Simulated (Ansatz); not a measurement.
# BClGeH4 (SMILES [BH2][GeH2][Cl]): one structure at several levels

The task here is to estimate one member of a computed series from the others.

The runs use Ansatz 0.2.0, Gaussian basis; single points in def2-TZVPP.

Correlated methods freeze the cores. Filled d shells of the heavier atoms are correlated.

## The starting structure

SMILES `[BH2][GeH2][Cl]`, 7 atoms, charge 0, spin multiplicity 1.

Atoms are counted from 1 here; the program's logs count them from 0.

Bond lengths: B1–Ge2 2.027 Å, B1–H4 1.167 Å, B1–H5 1.152 Å, Ge2–Cl3 2.111 Å, Ge2–H6 1.519 Å, Ge2–H7 1.491 Å. Angles: Ge2–B1–H4 119.8°, Ge2–B1–H5 120.1°, H4–B1–H5 120.1°, B1–Ge2–Cl3 113.0°, B1–Ge2–H6 115.5°, B1–Ge2–H7 115.6°, Cl3–Ge2–H6 104.2°, Cl3–Ge2–H7 103.8°, H6–Ge2–H7 103.3°.

Coordinates:

```xyz
7
charge 0, multiplicity 1
B    -1.0795   -0.0303   -0.7332
Ge    0.5781   -0.1133    0.4298
Cl    1.6426    1.7087    0.4816
H    -1.7830   -0.9588   -0.8090
H    -1.3469    0.9428   -1.2878
H     0.3340   -0.4451    1.8918
H     1.6040   -1.1126    0.0168
```

Set-up of the first run:

Contents of run/in.yaml:

```yaml
crystal:
  periodic: [false, false, false]
  atoms:
    - {symbol: B, position_ang: [-1.079500, -0.030300, -0.733200]}
    - {symbol: Ge, position_ang: [0.578100, -0.113300, 0.429800]}
    - {symbol: Cl, position_ang: [1.642600, 1.708700, 0.481600]}
    - {symbol: H, position_ang: [-1.783000, -0.958800, -0.809000]}
    - {symbol: H, position_ang: [-1.346900, 0.942800, -1.287800]}
    - {symbol: H, position_ang: [0.334000, -0.445100, 1.891800]}
    - {symbol: H, position_ang: [1.604000, -1.112600, 0.016800]}
basis:
  gaussian: {orbitals: def2-TZVPP}
correlation: {method: ccsd_t}
output: {forces: true}
```

No record of the launch command was kept for these runs.

Steps of the session up to this table: CCSD(T)/def2-TZVPP; PBE0-D4/def2-TZVPP; wB97M-V/def2-TZVPP; r2SCAN-D4/def2-TZVPP; PBE-D4/def2-TZVPP; r2SCAN0-D4/def2-TZVPP; B97M-V/def2-TZVPP.

One table of the session follows, with a row left open; its other results are not shown here.

| method | RMS force component (eV/Å) | angle to CCSD(T) forces (°) | dipole (D) |
| --- | --- | --- | --- |
| CCSD(T) | 0.469 | reference | 2.26 |
| PBE0-D4 | ? | ? | ? |
| wB97M-V | 0.443 | 6.0 | 2.31 |
| r2SCAN-D4 | 0.469 | 9.6 | 2.27 |
| PBE-D4 | 0.569 | 15.3 | 2.14 |
| r2SCAN0-D4 | 0.416 | 5.9 | 2.35 |
| B97M-V | 0.442 | 10.6 | 2.18 |

Estimate the missing values for PBE0-D4.

As computed: RMS force component (eV/Å): 0.475; angle to CCSD(T) forces (°): 9.3; dipole (D): 2.29. In the column «RMS force component (eV/Å)» it lies between r2SCAN-D4 (0.469) and PBE-D4 (0.569).
